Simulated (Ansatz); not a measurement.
## CH7AlOSi, SMILES [AlH2][O]C[SiH3]: a geometry optimisation, step by step

With the Python package of Ansatz (0.2.0).

The cells in order, each with its output:

**Cell 1**
```python
import warnings

import ansatz as az
import numpy as np
```

**Cell 2**
```python
SETTINGS = {
    "basis_set": "def2-SVP",
    "xc": "r2scan",
}

warnings.simplefilter("ignore", az.DeckWarning)
```

**Cell 3**
```python
geometry_ang = [
    ("Al", (-0.507, 2.3274, -0.0058)),
    ("O", (-0.5344, 0.6188, 0.5937)),
    ("C", (0.1794, -0.1755, -0.3032)),
    ("Si", (0.2942, -1.9195, 0.3469)),
    ("H", (0.592, 3.3827, 0.4141)),
    ("H", (-1.708, 2.8679, -1.0147)),
    ("H", (-0.2226, -0.1899, -1.2981)),
    ("H", (1.3088, 0.1807, -0.3531)),
    ("H", (0.9989, -2.7638, -0.5228)),
    ("H", (0.8356, -1.959, 1.7101)),
    ("H", (-1.1714, -2.4268, 0.4534)),
]
geometry = az.Crystal.molecule()
for symbol, xyz in geometry_ang:
    geometry = geometry.atom(symbol, xyz)
```

**Cell 4**
```python
setup = (
    geometry.calculation()
    .basis(gaussian=SETTINGS["basis_set"])
    .functional(SETTINGS["xc"])
)
symbols = [site.symbol for site in geometry.cartesian_sites]
start = np.array([site.position_ang for site in geometry.cartesian_sites], dtype=float)
def progress(event):
    if event["event"] == "relax_step":
        row = event["data"]
        print(f"step {row['step']:3d}  E = {row['lagrangian_ev']:.6f} eV  max force {row['allowed_force_max_ev_ang']:.4f} eV/A")
```

**Cell 5**
```python
summary = setup.relax(force_tolerance=0.02, max_steps=100).session().plan().execute(on_event=progress).report
end = np.array(summary["positions_ang"])
```
Output:
```text
step   1  E = -17661.955706 eV  max force 2.9126 eV/A
step   2  E = -17662.329743 eV  max force 1.1754 eV/A
step   3  E = -17662.432279 eV  max force 0.4141 eV/A
step   4  E = -17662.482315 eV  max force 0.7597 eV/A
step   5  E = -17662.530743 eV  max force 1.0079 eV/A
step   6  E = -17662.623677 eV  max force 0.3341 eV/A
step   7  E = -17662.661273 eV  max force 0.1866 eV/A
step   8  E = -17662.644217 eV  max force 0.5256 eV/A
step   9  E = -17662.678767 eV  max force 0.0740 eV/A
step  10  E = -17662.685467 eV  max force 0.0283 eV/A
step  11  E = -17662.688276 eV  max force 0.1868 eV/A
step  12  E = -17662.679020 eV  max force 0.3762 eV/A
step  13  E = -17662.691089 eV  max force 0.0561 eV/A
step  14  E = -17662.697567 eV  max force 0.1441 eV/A
step  15  E = -17662.703174 eV  max force 0.4177 eV/A
step  16  E = -17662.706007 eV  max force 0.6008 eV/A
step  17  E = -17662.733276 eV  max force 0.0949 eV/A
step  18  E = -17662.736711 eV  max force 0.1096 eV/A
step  19  E = -17662.735193 eV  max force 0.1616 eV/A
step  20  E = -17662.739720 eV  max force 0.0286 eV/A
step  21  E = -17662.740838 eV  max force 0.0192 eV/A
step  22  E = -17662.741355 eV  max force 0.0490 eV/A
step  23  E = -17662.741497 eV  max force 0.0371 eV/A
step  24  E = -17662.741709 eV  max force 0.0273 eV/A
step  25  E = -17662.741803 eV  max force 0.0316 eV/A
step  26  E = -17662.741734 eV  max force 0.0368 eV/A
step  27  E = -17662.741873 eV  max force 0.0217 eV/A
step  28  E = -17662.741888 eV  max force 0.0186 eV/A
```

**Cell 6**
```python
print(f"E = {summary['free_energy_ev']:.6f} eV = {summary['free_energy_ev'] / 27.211386246:.7f} Ha")
print("converged:", summary["converged"], " doubts:", summary["published_state_doubts"] or "none")
```
Output:
```text
E = -17662.741901 eV = -649.0937926 Ha
converged: True  doubts: none
```

**Cell 7**
```python
print("bond        before    after (A)")
for i, j in [(0, 1), (0, 4), (0, 5), (1, 2), (2, 3), (2, 6), (2, 7), (3, 8), (3, 9), (3, 10)]:
    d0, d1 = (np.linalg.norm(xyz[i] - xyz[j]) for xyz in (start, end))
    print(f"{symbols[i]}{i}-{symbols[j]}{j}".ljust(10), f"{d0:8.4f} {d1:8.4f}")
```
Output:
```text
bond        before    after (A)
Al0-O1       1.8109   1.7063
Al0-H4       1.5804   1.5876
Al0-H5       1.6590   1.5784
O1-C2        1.3946   1.4084
C2-Si3       1.8648   1.9018
C2-H6        1.0731   1.1075
C2-H7        1.1853   1.1105
Si3-H8       1.4021   1.4964
Si3-H9       1.4673   1.4957
Si3-H10      1.5546   1.4920
```

**Cell 8**
```python
charges = summary["charge_distribution"]
dipole = np.array(charges["dipole_moment_e_ang"]) * 4.803205
print("dipole (D): {:.3f} {:.3f} {:.3f}, length {:.3f}".format(*dipole, np.linalg.norm(dipole)))
print("atom  Mulliken   Lowdin")
for symbol, m, l in zip(symbols, charges["mulliken_charges_e"], charges["lowdin_charges_e"]):
    print(f"{symbol:4s} {m:9.3f} {l:8.3f}")
with open("ch7alosi_opt.xyz", "w") as handle:
    handle.write(f"{len(symbols)}\nrelaxed CH7AlOSi\n")
    handle.writelines(f"{s:2s} {x:11.6f} {y:11.6f} {z:11.6f}\n" for s, (x, y, z) in zip(symbols, end))
```
Output:
```text
dipole (D): 0.883 0.042 -0.375, length 0.961
atom  Mulliken   Lowdin
Al       0.724    0.276
O       -0.562   -0.016
C       -0.010   -0.069
Si       0.367    0.319
H       -0.201   -0.137
H       -0.187   -0.128
H        0.057   -0.006
H        0.046   -0.003
H       -0.082   -0.081
H       -0.084   -0.080
H       -0.068   -0.076
```

File `ch7alosi_opt.xyz` afterwards:
```text
11
relaxed CH7AlOSi
Al   -0.590154    2.275959    0.143942
O    -0.520455    0.718557   -0.549592
C     0.435382   -0.294236   -0.760092
Si    0.109911   -1.732090    0.441288
H     0.742774    2.925520    0.711332
H    -2.015963    2.953006    0.149809
H     0.367465   -0.660395   -1.803082
H     1.475575    0.072325   -0.630203
H     1.118615   -2.821297    0.253259
H     0.202391   -1.213023    1.841013
H    -1.260040   -2.281326    0.222825
```

Caveats:
- Total energies depend on the basis set; only differences at equal settings carry meaning.
- The end point is the stationary point reached from this start; no frequency run checks that it is a minimum, and the basis set is modest.
- The Löwdin charges here are taken after orthogonalising the functions within each atom; they differ from plain Löwdin charges, and their signs can be unphysical.
- Timing: 3.1 min on 1 thread of AMD EPYC 7R43 64-Core Processor (Zen 3) (shared host), peak memory 0.24 GiB.

(Lines on the test bed's own set-up are left out of the output.)
